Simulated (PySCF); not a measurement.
**Cu(OH)₃: structure of the triplet**

Where does triplet Cu(OH)₃ go from a trigonal planar start, is the end point a minimum, and what are its modes, charges and moments?

Computed with PySCF 2.14.0. Level: PBE0, basis Cu def2-TZVP, O def2-TZVP, H def2-TZVP, no relativity, density fitting.

## (1) Starting geometry

7 atoms, charge 0, spin multiplicity 3.

Bond lengths: Cu1–O2 1.750 Å, Cu1–O3 1.750 Å, Cu1–O4 1.750 Å, O2–H5 0.960 Å, O3–H6 0.960 Å, O4–H7 0.960 Å. Angles: O2–Cu1–O3 120.0°, O2–Cu1–O4 120.0°, O3–Cu1–O4 120.0°, Cu1–O2–H5 130.0°, Cu1–O3–H6 130.0°, Cu1–O4–H7 130.0°.

Coordinates in bohr (charge 0 multiplicity 3):
```
Cu    0.0000    0.0000    0.0000
O     3.3070    0.0000    0.0000
O    -1.6535    2.8639    0.0000
O    -1.6535   -2.8639    0.0000
H     4.4732   -1.3897    0.0000
H    -1.0331    4.5686    0.0000
H    -3.4401   -3.1789    0.0000
```

## (2) First SCF at the start

The steps below are one call of a driver around PySCF. For each, scf.py gives the equivalent set-up of the SCF; relaxations use the driver's own optimiser. After this first run the driver tries any further starts and a stability analysis.

Input file scf.py:

```python
from pyscf import gto, scf, dft
mol = gto.M(atom='''
Cu     0.000000     0.000000     0.000000
O      1.750000     0.000000     0.000000
O     -0.875000     1.515500     0.000000
O     -0.875000    -1.515500     0.000000
H      2.367100    -0.735400     0.000000
H     -0.546700     2.417600     0.000000
H     -1.820400    -1.682200     0.000000''',
    basis={'Cu': 'def2-TZVP', 'O': 'def2-TZVP', 'H': 'def2-TZVP'},
    charge=0, spin=2)
mf = dft.UKS(mol, xc='PBE0')
mf.grids.atom_grid = (50, 194)
aux = {'Cu': 'def2-universal-JKFIT', 'O': 'def2-universal-JKFIT', 'H': 'def2-universal-JKFIT'}
mf = mf.density_fit(auxbasis=aux)
mf.conv_tol = 1e-08
mf.diis_space = 10
mf.max_cycle = 60
mf.init_guess = 'minao'
mf.verbose = 4
mf.kernel()
```

The run is started by

```bash
> OMP_NUM_THREADS=4 python axn.py task.json out
```

The runs that follow: Relaxing the triplet from the trigonal planar start; Vibrations and properties at this point; Downhill along the imaginary mode; Hessian and properties.

Q: Predict the outcome of this session. Wanted: minimum; geometry; wavenumbers; dipole moment; highest occupied, lowest empty level; polar-tensor charge of Cu1; zero-point energy; atomisation energy; ⟨S²⟩.

The runs gave:

| quantity | value |
| --- | --- |
| minimum | triplet, C3v |
| geometry | Cu–O 1.771 Å (×3), O–H 0.963 Å (×3); Cu–O–H 114.5° (×3), O–Cu–O 120.0° (×3) |
| wavenumbers (cm⁻¹) | 146 (a2), 156 (e), 173 (a1), 341 (e), 590 (a1), 637 (e), 755 (e), 763 (a1), 3854 (e), 3860 (a1) |
| dipole moment | 3.88 D |
| highest occupied, lowest empty level (either spin) | -8.05, -4.65 eV |
| polar-tensor charge of Cu1 | +1.03 e |
| zero-point energy | 101.8 kJ/mol |
| entropy at 298.15 K | 336.1 J/(mol K) |
| atomisation energy (no zero-point energy) | 1963 kJ/mol |
| ⟨S²⟩ | 2.015 |

What this shows: From C3h at the start the molecule goes to a C3v minimum. In the infrared the band at 3854 cm⁻¹ (e) leads. The first SCF alone would have been 74 kJ/mol too high. Other starts or spin states, not run here, may lie lower. One determinant may miss the lowest occupation of an open d or f shell.
